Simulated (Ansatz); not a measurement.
# AlSnSiH7 (SMILES [SiH3][AlH][SnH3]), step by step, part 2 of 2

Ansatz 0.2.0. The steps go on from the part before.

**5. The doublet cation: a structure relaxation at UHF/STO-3G (start density atoms) (run 4)**

The input, molecule.yaml:

```yaml
crystal:
  periodic: [false, false, false]
  atoms:
    - {symbol: Si, position_ang: [-1.632525, 0.971711, -0.949694]}
    - {symbol: Al, position_ang: [0.557167, 0.331616, -0.694899]}
    - {symbol: Sn, position_ang: [1.379143, -1.121228, 1.252204]}
    - {symbol: H, position_ang: [-2.516272, -0.142641, -1.056038]}
    - {symbol: H, position_ang: [-1.867061, 1.769033, -2.107987]}
    - {symbol: H, position_ang: [-2.106771, 1.738109, 0.155686]}
    - {symbol: H, position_ang: [1.537173, 0.784545, -1.710185]}
    - {symbol: H, position_ang: [2.527422, -0.355164, 2.115917]}
    - {symbol: H, position_ang: [0.180328, -1.510940, 2.283454]}
    - {symbol: H, position_ang: [2.024696, -2.516140, 0.714742]}
basis:
  gaussian:
    orbitals: STO-3G
total_charge: 1
magnetization:
  spin_polarized: true
  initial_magnetization: 1
hamiltonian:
  xc: hf
relax: {}
```

Run with:

```
$ ansatz run molecule.yaml --threads 1 --pin off --max-ram 3480MiB --events-out events.jsonl --progress --plain --runs-dir runs
```

What it wrote, shortened:

```text
Warning: RAYON_NUM_THREADS=1 ignored (pool sized by the plan → 1); use --threads N
[...]
Functional definition: HF
  name "HF"
[...]
703 factors; integrals over basis functions are off by at most 1.6e-5 eV
[...]
mean field -176650.70746200 eV, -6491.7937610785 hartree, gradient 3.3e-5 eV, S^2 0.765831; 1 other end points of the search recorded, 0 dependent functions left out
[...]
reference -176650.70746200 eV, -6491.7937610785 hartree; 42, 41 occupied and 10, 11 virtual orbitals, 703 factors
relax step   1: F+E_penalty+E_count = -176650.70746200 eV  Δ(F+E_penalty+E_count) = +0.000e0 eV  max|allowed force component| = 2.856e0 eV/Å  Δτ_max = 0.0000 Å  (82 SCF iters, accepted)
[...]
relax step   3: F+E_penalty+E_count = -176651.49514157 eV  Δ(F+E_penalty+E_count) = -1.378e-1 eV  max|allowed force component| = 5.439e-1 eV/Å  Δτ_max = 0.1953 Å  (34 SCF iters, accepted)
[...]
Total energy: -176651.57814248 eV, -6491.8257579958 hartree
Atom 0 at    -1.617922     0.893930    -0.835046 Å, force    -0.002044    -0.000246     0.001556 eV/Å
Atom 1 at     0.648265     0.456737    -0.917028 Å, force     0.004603    -0.001054    -0.000946 eV/Å
Atom 2 at     1.262219    -1.124202     1.295819 Å, force    -0.003135     0.002911    -0.003322 eV/Å
Atom 3 at    -2.309785    -0.348815    -0.867959 Å, force     0.000006    -0.001078    -0.000133 eV/Å
Atom 4 at    -1.937537     1.692876    -1.969529 Å, force     0.001006     0.000511    -0.001065 eV/Å
Atom 5 at    -1.890606     1.586857     0.377270 Å, force     0.000172     0.000543     0.000915 eV/Å
Atom 6 at     1.904369     0.670231    -1.660176 Å, force    -0.002281    -0.000267     0.001413 eV/Å
Atom 7 at     2.356773    -0.155293     2.001915 Å, force     0.000316    -0.000903     0.000145 eV/Å
Atom 8 at    -0.160282    -1.290634     2.058757 Å, force     0.000732    -0.000635     0.000614 eV/Å
Atom 9 at     1.827806    -2.432786     0.519177 Å, force     0.000626     0.000217     0.000823 eV/Å
Dipole moment:    -0.020383     0.367641    -0.554649 e Å
```

It took 22 s on 1 thread of Arm Neoverse V2, shared host; peak memory 0.17 GiB.

Steps, from the record of the run:

```
step  energy from the first frame kept (eV)  largest force (eV/Å)
   1                                 0.0000                3.1329
   2                                -0.6498                1.0076
   3                                -0.7877                0.5785
   4                                -0.8364                0.4391
   5                                -0.8571                0.2816
   6                                -0.8659                0.1963
   7                                -0.8699                0.1322
   8                                -0.8705                0.0438
   9                                -0.8707                0.0054
```

After the run. Bond lengths: Si1–Al2 2.309 Å, Al2–Sn3 2.788 Å, Si1–H4 1.423 Å, Si1–H5 1.424 Å, Si1–H6 1.423 Å, Al2–H7 1.475 Å, Sn3–H8 1.623 Å, Sn3–H9 1.623 Å, Sn3–H10 1.623 Å. Some angles: Si1–Al2–Sn3 107.2°, Si1–Al2–H7 145.7°, Sn3–Al2–H7 107.1°, Al2–Si1–H4 108.1°, Al2–Si1–H5 107.3°, Al2–Si1–H6 108.1°, Al2–Sn3–H8 98.9°, Al2–Sn3–H9 103.8°, Al2–Sn3–H10 98.9°, H4–Si1–H5 111.3°.

**6. A structure relaxation at HF/3-21G (start density atoms) (run 5)**

The input, job.yaml:

```yaml
crystal:
  periodic: [false, false, false]
  atoms:
    - {symbol: Si, position_ang: [-1.727600, 1.016900, -0.987400]}
    - {symbol: Al, position_ang: [0.630900, 0.366100, -0.771800]}
    - {symbol: Sn, position_ang: [1.403800, -1.143700, 1.279600]}
    - {symbol: H, position_ang: [-2.584500, -0.202700, -1.056000]}
    - {symbol: H, position_ang: [-2.025800, 1.852500, -2.183800]}
    - {symbol: H, position_ang: [-2.154500, 1.780100, 0.221500]}
    - {symbol: H, position_ang: [1.723200, 0.824500, -1.833100]}
    - {symbol: H, position_ang: [2.608000, -0.374300, 2.224600]}
    - {symbol: H, position_ang: [0.128400, -1.541500, 2.349800]}
    - {symbol: H, position_ang: [2.081400, -2.629000, 0.759800]}
basis:
  gaussian: {orbitals: 3-21G.json}
magnetization: {spin_polarized: false}
output: {orbitals: {seedname: orbitals}}
hamiltonian: {xc: hf}
relax: {f_tol: 0.002}
```

The basis set 3-21G is read from a file made from the Basis Set Exchange's data (not shown).

Run with:

```
$ ansatz run job.yaml --threads 1 --pin off --max-ram 3480MiB --events-out events.jsonl --progress --plain --runs-dir runs
```

What it wrote, shortened:

```text
Warning: RAYON_NUM_THREADS=1 ignored (pool sized by the plan → 1); use --threads N
[...]
[... 2 set-up lines as earlier in the session ...]
[...]
899 factors; integrals over basis functions are off by at most 2.8e-4 eV
[...]
mean field -177654.48835558 eV, -6528.6820285303 hartree, gradient 7.1e-5 eV, S^2 0.000000; 0 other end points of the search recorded, 0 dependent functions left out
[...]
reference -177654.48835558 eV, -6528.6820285303 hartree; 42, 42 occupied and 31, 31 virtual orbitals, 899 factors
relax step   1: F+E_penalty+E_count = -177654.48835558 eV  Δ(F+E_penalty+E_count) = +0.000e0 eV  max|allowed force component| = 4.194e-1 eV/Å  Δτ_max = 0.0000 Å  (20 SCF iters, accepted)
[...]
relax step   4: F+E_penalty+E_count = -177654.53292147 eV  Δ(F+E_penalty+E_count) = -5.729e-4 eV  max|allowed force component| = 2.439e-2 eV/Å  Δτ_max = 0.0219 Å  (21 SCF iters, accepted)
[...]
Total energy: -177654.53389741 eV, -6528.6837021619 hartree
Atom 0 at    -1.771362     1.040849    -1.009763 Å, force    -0.000043     0.000019    -0.000049 eV/Å
Atom 1 at     0.599690     0.353905    -0.742664 Å, force     0.000074     0.000031     0.000045 eV/Å
Atom 2 at     1.450860    -1.186436     1.328205 Å, force     0.000043    -0.000004    -0.000001 eV/Å
Atom 3 at    -2.654347    -0.160493    -1.106497 Å, force    -0.000005    -0.000013     0.000010 eV/Å
Atom 4 at    -1.988548     1.872691    -2.228532 Å, force    -0.000010    -0.000026     0.000007 eV/Å
Atom 5 at    -2.220437     1.831733     0.175669 Å, force     0.000021     0.000035     0.000012 eV/Å
Atom 6 at     1.679735     0.831724    -1.828177 Å, force    -0.000064    -0.000054     0.000060 eV/Å
Atom 7 at     2.682340    -0.358742     2.245816 Å, force     0.000015    -0.000014    -0.000029 eV/Å
Atom 8 at     0.162653    -1.599394     2.427087 Å, force    -0.000076     0.000014    -0.000066 eV/Å
Atom 9 at     2.142716    -2.676937     0.742056 Å, force     0.000045     0.000012     0.000010 eV/Å
Dipole moment:     0.068072     0.048851    -0.097186 e Å
```

It took 25 s on 1 thread of Arm Neoverse V2, shared host; peak memory 0.17 GiB.

The path in brief:

```
step  energy from the first frame kept (eV)  largest force (eV/Å)
   1                                 0.0000                0.5062
   2                                 0.0065                0.4451
   3                                -0.0440                0.0378
   4                                -0.0446                0.0250
   5                                -0.0437                0.0850
   6                                -0.0454                0.0077
   7                                -0.0455                0.0027
   8                                -0.0434                0.1826
   9                                -0.0455                0.0014
  10                                -0.0455                0.0027
  11                                -0.0455                0.0044
  12                                -0.0455                0.0001
```

After the run. Bond lengths: Si1–Al2 2.483 Å, Al2–Sn3 2.718 Å, Si1–H4 1.494 Å, Si1–H5 1.491 Å, Si1–H6 1.494 Å, Al2–H7 1.604 Å, Sn3–H8 1.745 Å, Sn3–H9 1.743 Å, Sn3–H10 1.745 Å. Some angles: Si1–Al2–Sn3 122.5°, Si1–Al2–H7 119.2°, Sn3–Al2–H7 118.3°, Al2–Si1–H4 110.4°, Al2–Si1–H5 112.4°, Al2–Si1–H6 110.4°, Al2–Sn3–H8 110.7°, Al2–Sn3–H9 112.5°, Al2–Sn3–H10 110.6°, H4–Si1–H5 108.0°.

**7. Vibrational wavenumbers at HF/3-21G (start density atoms) (run 6)**

The input, in.yaml:

```yaml
crystal:
  periodic: [false, false, false]
  atoms:
    - {symbol: Si, position_ang: [-1.771362, 1.040849, -1.009763]}
    - {symbol: Al, position_ang: [0.599690, 0.353905, -0.742664]}
    - {symbol: Sn, position_ang: [1.450860, -1.186436, 1.328205]}
    - {symbol: H, position_ang: [-2.654347, -0.160493, -1.106497]}
    - {symbol: H, position_ang: [-1.988548, 1.872691, -2.228532]}
    - {symbol: H, position_ang: [-2.220437, 1.831733, 0.175669]}
    - {symbol: H, position_ang: [1.679735, 0.831724, -1.828177]}
    - {symbol: H, position_ang: [2.682340, -0.358742, 2.245816]}
    - {symbol: H, position_ang: [0.162653, -1.599394, 2.427087]}
    - {symbol: H, position_ang: [2.142716, -2.676937, 0.742056]}
basis:
  gaussian:
    orbitals: 3-21G.json
hamiltonian:
  xc: hf
phonons:
  temperatures: {t_min: 298.15, t_max: 298.15, t_step: 1}
```

The basis set 3-21G is read from a file made from the Basis Set Exchange's data (not shown).

Run with:

```
$ ansatz run in.yaml --threads 1 --pin off --max-ram 3480MiB --events-out events.jsonl --progress --plain --runs-dir runs
```

What it wrote, shortened:

```text
Warning: RAYON_NUM_THREADS=1 ignored (pool sized by the plan → 1); use --threads N
[... 2 set-up lines as earlier in the session ...]
[...]
900 factors; integrals over basis functions are off by at most 2.8e-4 eV
[...]
mean field -177654.53391590 eV, -6528.6837028413 hartree, gradient 6.9e-5 eV, S^2 0.000000; 0 other end points of the search recorded, 0 dependent functions left out
[...]
reference -177654.53391590 eV, -6528.6837028413 hartree; 42, 42 occupied and 31, 31 virtual orbitals, 900 factors
[...]
900 factors; integrals over basis functions are off by at most 2.8e-4 eV
mean field -177654.53385310 eV, -6528.6837005332 hartree, gradient 8.3e-7 eV, S^2 0.000000; 0 other end points of the search recorded, 0 dependent functions left out
[...]
reference -177654.53385310 eV, -6528.6837005332 hartree; 42, 42 occupied and 31, 31 virtual orbitals, 900 factors
[...]
900 factors; integrals over basis functions are off by at most 2.8e-4 eV
[...]
WARN: phonons: modes at or below zero, which the zero-point energy, F, S and C_V leave out: 1, the lowest at -9.95 cm⁻¹. A minimum has none, and a first-order saddle one
[...]
Atom 1 at     0.599690     0.353905    -0.742664 Å, force     0.000074     0.000035     0.000037 eV/Å
Atom 2 at     1.450860    -1.186436     1.328205 Å, force     0.000072     0.000019    -0.000038 eV/Å
Atom 3 at    -2.654347    -0.160493    -1.106497 Å, force    -0.000006    -0.000013     0.000010 eV/Å
Atom 4 at    -1.988548     1.872691    -2.228532 Å, force    -0.000012    -0.000017    -0.000006 eV/Å
Atom 5 at    -2.220437     1.831733     0.175669 Å, force     0.000023     0.000031     0.000005 eV/Å
Atom 6 at     1.679735     0.831724    -1.828177 Å, force    -0.000063    -0.000055     0.000062 eV/Å
Atom 7 at     2.682340    -0.358742     2.245816 Å, force     0.000014    -0.000020    -0.000025 eV/Å
Atom 8 at     0.162653    -1.599394     2.427087 Å, force    -0.000105    -0.000000    -0.000033 eV/Å
Atom 9 at     2.142716    -2.676937     0.742056 Å, force     0.000048     0.000008     0.000014 eV/Å
Dipole moment:     0.068075     0.048854    -0.097191 e Å
Vibrations: -9.95 23.17 73.66 247.73 300.39 356.57 372.67 408.18 492.14 519.02 625.60 736.31 775.30 775.97 923.02 1007.30 1011.53 1950.77 1951.98 1957.77 1975.06 2240.66 2241.98 2255.54 cm⁻¹, zero-point energy 1.439600 eV
```

Run time: 85 s. Hardware: 1 thread of Arm Neoverse V2, shared host; peak memory 0.17 GiB.

**8. Outcome**

The summary covers parts 1 to 2.

| quantity | value |
| --- | --- |
| run 1, HF/STO-3G: total energy at the end | -6492.02705 Eh |
| run 1, HF/STO-3G: dipole moment | 0.87 D |
| run 1, HF/STO-3G: HOMO energy | -6.85 eV |
| run 1, HF/STO-3G: LUMO energy | 7.40 eV |
| run 1, HF/STO-3G: HOMO–LUMO gap | 14.25 eV |
| run 2, HF/STO-3G: total energy | -6492.02706 Eh |
| run 2, HF/STO-3G: largest force on an atom | 0.001 eV/Å |
| run 2, HF/STO-3G: lowest harmonic wavenumber | 13i cm⁻¹ (imaginary) |
| run 2, HF/STO-3G: highest harmonic wavenumber | 2886 cm⁻¹ |
| doublet cation, run 3: total energy | -6491.79375 Eh |
| doublet cation, run 3: ⟨S²⟩ | 0.766 |
| doublet cation, run 4: total energy at the end | -6491.82576 Eh |
| doublet cation, run 4: ⟨S²⟩ | 0.755 |
| run 5, HF/3-21G: total energy at the end | -6528.68370 Eh |
| run 5, HF/3-21G: dipole moment | 0.62 D |
| run 5, HF/3-21G: HOMO energy | -9.24 eV |
| run 5, HF/3-21G: LUMO energy | 0.13 eV |
| run 5, HF/3-21G: HOMO–LUMO gap | 9.37 eV |
| run 6, HF/3-21G: largest force on an atom | 0.000 eV/Å |
| run 6, HF/3-21G: lowest harmonic wavenumber | 10i cm⁻¹ (imaginary) |
| run 6, HF/3-21G: highest harmonic wavenumber | 2256 cm⁻¹ |
| vertical ionisation energy (to the doublet cation) | 6.348 eV |
| adiabatic ionisation energy (to the doublet cation, no zero-point term) | 5.478 eV |

**Reading.** The vertical ionisation energy comes to 6.35 eV (146 kcal/mol). In a minimal basis such a difference can be off by several eV, whatever the method. The adiabatic ionisation energy (to the doublet cation, no zero-point term) is 5.48 eV (529 kJ/mol). The optimisation (run 1, HF/STO-3G) took 10 steps and changed the energy by -0.786 eV. Mulliken charges (run 1, HF/STO-3G) run from -0.28 on H7 to +0.64 on Al2; they depend strongly on the basis. Relativity is left out (run 1, HF/STO-3G) although the molecule holds a heavy atom.
